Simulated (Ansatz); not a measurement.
# Ge4As: the cost of one run

Computed with Ansatz 0.2.0 (DFT PBE, scalar-relativistic, plane waves, PAW, unless a step's input says otherwise).

**1. The starting structure**

Symmetry: Pm-3m, No. 221, cubic system. The conventional cell has a = 4.552 Å, b = 4.552 Å, c = 4.552 Å, α = 90.00°, β = 90.00°, γ = 90.00°. Around Ge (site symmetry m-3m) lie 6 Ge at 2.28 Å. Ge (site symmetry 4/mmm) has 10 Ge at 2.28 to 3.22 Å and 4 As at 3.22 Å as nearest neighbours. As (site symmetry m-3m) is surrounded by 12 Ge at 3.22 Å.

As a file:

```
CELL_PARAMETERS angstrom
4.55156 0.00000 0.00000
0.00000 4.55156 0.00000
0.00000 0.00000 4.55156
ATOMIC_POSITIONS crystal
Ge 0.50000 0.50000 0.50000
Ge 0.00000 0.50000 0.50000
Ge 0.50000 0.00000 0.50000
Ge 0.50000 0.50000 0.00000
As 0.00000 0.00000 0.00000
```

Recipe of the guess: species swapped into a database cell of Mn4N (Pm-3m, No. 221). Lengths come from tabulated atomic sizes and are only a guess.

**2. Probe: one point on a coarse mesh**

input.yaml

```yaml
crystal:
  lattice:
    - [4.55155634, 0.0, 0.0]
    - [0.0, 4.55155634, 0.0]
    - [0.0, 0.0, 4.55155634]
  atoms:
    - { symbol: Ge, position: [0.5, 0.5, 0.5] }
    - { symbol: Ge, position: [0.0, 0.5, 0.5] }
    - { symbol: Ge, position: [0.5, 0.0, 0.5] }
    - { symbol: Ge, position: [0.5, 0.5, 0.0] }
    - { symbol: As, position: [0.0, 0.0, 0.0] }
basis:
  ecutwfc: 420
kpoints:
  mp_grid: { grid: [4, 4, 4] }
hamiltonian:
  xc: pbe
scf:
  occupations: { method: gaussian, width: 0.1 }
  lower_state_search: "off"
output:
  forces: true
  stress: true
  eigenvalues: true
```

Command:

```sh
ansatz run input.yaml --threads 1 --pin off --max-ram 2560MiB --backend cpu --events-out ev --progress --plain --runs-dir out
```

**Question.** How long does this run take on 1 thread of Intel Xeon Platinum 8259CL at 2.50GHz (Skylake/Cascade Lake), shared host, and how much memory does it need?

About 2.4 s, with a peak of 0.41 GiB.
